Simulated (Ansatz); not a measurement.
# CHGeN+ (doublet): wave-function methods side by side, cc-pVDZ

The task here is to estimate one member of a computed series from the others.

Method: cc-pVDZ, core rule «outside noble gas», up to 16 orbitals frozen; program: Ansatz 0.2.0, Gaussian basis.

The runs, in order: UHF; CCSD(T) on ROHF; CCSD(T) on UHF; BCCD(T) on ROHF; CISD as a restricted active space (open shells left free, so some higher excitations enter); CCSDT(Q) on ROHF; CCSDT(Q) on UHF; CASSCF and MRCISD+Q, 9 electrons in 9 orbitals; CASSCF and NEVPT2, 9 electrons in 9 orbitals.

14 further runs of the same task are left out: 5 that didn't finish, 9 set aside as unsound or not needed. Runs told in other sessions of the task aren't counted.

### The system

The geometry is a PBE0/def2-TZVP stationary point (not a proven minimum) of the parent state, kept for this charge and spin. No spin-orbit coupling is included. The filled d shell of Ge may be among the frozen orbitals whatever the setting's name suggests.

4 atoms, charge 1, spin multiplicity 2.

Atoms are counted from 1 here; the program's logs count them from 0.

Bond lengths: C1–N2 1.176 Å, N2–Ge3 1.876 Å, Ge3–H4 1.594 Å. Angles: C1–N2–Ge3 169.3°, N2–Ge3–H4 92.2°.

The first run:

Input file in.yaml:

```yaml
crystal:
  periodic: [false, false, false]
  atoms:
    - {symbol: C, position_ang: [0.000000, -0.025393, 2.411996]}
    - {symbol: N, position_ang: [0.000000, 0.104738, 1.243296]}
    - {symbol: Ge, position_ang: [0.000000, -0.037454, -0.627336]}
    - {symbol: H, position_ang: [0.000000, 1.546360, -0.808140]}
basis:
  gaussian: {orbitals: cc-pVDZ}
total_charge: 1
magnetization: {spin_polarized: true, initial_magnetization: 1}
hamiltonian: {xc: hf}
output: {orbitals: {seedname: orbitals}}
```

Run with:

```
$ ansatz run in.yaml --threads 1 --pin off --events-out ev --progress --plain --max-ram 2393MiB
```

Steps of the session up to this table: UHF; CCSD(T) on ROHF; CCSD(T) on UHF; BCCD(T) on ROHF; CISD as a restricted active space (open shells left free, so some higher excitations enter); CCSDT(Q) on ROHF; CCSDT(Q) on UHF; CASSCF and MRCISD+Q, 9 electrons in 9 orbitals; CASSCF and NEVPT2, 9 electrons in 9 orbitals.

One of the session's tables, all rows but one given; the rest of the session is left out.

```
   method  from UCCSDT(Q) (meV)
     ROHF               +9798.3
      UHF               +9622.2
     RMP2               +1214.4
     UMP2               +1203.3
    RCCSD                +516.2
    UCCSD                +507.7
 RCCSD(T)                 +81.5
 UCCSD(T)                 +79.6
  BCCD(T)                 +77.3
   RCCSDT                     ?
   UCCSDT                 +44.7
RCCSDT(Q)                  +9.9
UCCSDT(Q)                     0
```

**Question.** Estimate the row for RCCSDT.

The run gave: from UCCSDT(Q) (meV): +48.3. In the column «from UCCSDT(Q) (meV)» it lies between UCCSDT (+44.7) and BCCD(T) (+77.3).

Not comparable, so not listed: CISD as a restricted active space (open shells left free, so some higher excitations enter) (they don't share determinant, frozen orbitals or solution with the rows shown, or repeat one).

Caveats from the session: Left out of the table: CASSCF frontier, NEVPT2 frontier, MRCISD frontier, MRCISD+Q frontier (the active space lost an orbital or holds another state than full CI finds). Restricted and unrestricted rows rest on different reference determinants; a gap between their highest levels can come from leftover correlation error, from unlike frozen cores or from another state. Warnings in the runs' records: passed over end.
